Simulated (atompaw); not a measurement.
# A PAW (atompaw) potential for Lu, from input to tests

Do these settings give a usable potential? It is generated, then checked for scattering, ghosts and hardness.

The numbers are computed with atompaw 4.2.0.5 (PBE, scalar-relativistic, spin-unpolarised reference atom).

## 1. The design

The settings as typed:

- element: lutetium (Lu, Z = 71)
- type: PAW
- frozen core: [Kr] 4d10
- valence charge: 25
- reference configuration: 4f14 5s2 5p6 5d1 6s1 6p1
- partial waves: 5s (bound): rc 1.75 bohr; 6s (bound): rc 3.00 bohr; 5p (bound): rc 1.75 bohr; 6p (bound): rc 3.00 bohr; 5d (bound): rc 3.00 bohr; 5d channel at 2.85 Ry: rc 3.00 bohr; 4f (bound): rc 1.15 bohr; 4f channel at 3.4 Ry: rc 1.15 bohr
- local potential: bessel scheme, radius 2.20 bohr
- core correction: smooth core density matched at 1.75 bohr
- augmentation charge: sinc compensation charge, radius 2.95 bohr; PAW radius 3.00 bohr; waves and projectors: custom rrkj vanderbiltortho

## 2. Generation

Contents of Lu.input:

```
Lu 71
GGA-PBE scalarrelativistic loggrid 2001 logderivrange -7 5 301
6 6 5 4 0 0
6 0 1
6 1 1
5 2 1
0 0 0
c
c
c
c
v
v
c
c
c
v
v
c
c
v
v
3
3.00 2.95 2.20 1.75
n
n
y
2.85
n
y
3.4
n
custom rrkj vanderbiltortho sinc
bessel
1.75
3.00
1.75
3.00
3.00
3.00
1.15
1.15
PWSCFOUT
UPFDX 0.0125d0 UPFXMIN -7.d0 UPFZMESH 71.d0
END
```

On the command line:

```
$ atompaw < Lu.input > Lu.log
```

Q: Predict the outcome of this session. Wanted: cutoffs for 10 and 1 mRy, occupied levels; bound ghosts; largest phase difference near zero energy, channels read; lowest eigenvalue of the overlap; share of valence orbitals outside the PAW sphere; UPF file.

As calculated:

```
                                                quantity                                              value
               cutoffs for 10 and 1 mRy, occupied levels                                  160 Ry and 230 Ry
                                            bound ghosts                                         none found
largest phase difference near zero energy, channels read                                          0.052 rad
         lowest eigenvalue of the overlap (Bessel basis)                                          0.242 (f)
        share of valence orbitals outside the PAW sphere  5s 0 %, 6s 64 %, 5p 1 %, 6p 89 %, 5d 33 %, 4f 0 %
                                                UPF file                                            written
```

By its cutoff, 160 Ry for the looser tolerance, it is very hard. The slowest occupied level is 4f: taken alone it needs 160 Ry to come within 1 mRy, against 25 Ry for 5p. The Bessel-basis test finds no level below the valence levels. Near zero energy the largest phase difference among the channels read is 0.05 rad, in the d channel. These are tests on the free atom; a crystal test is still owed.
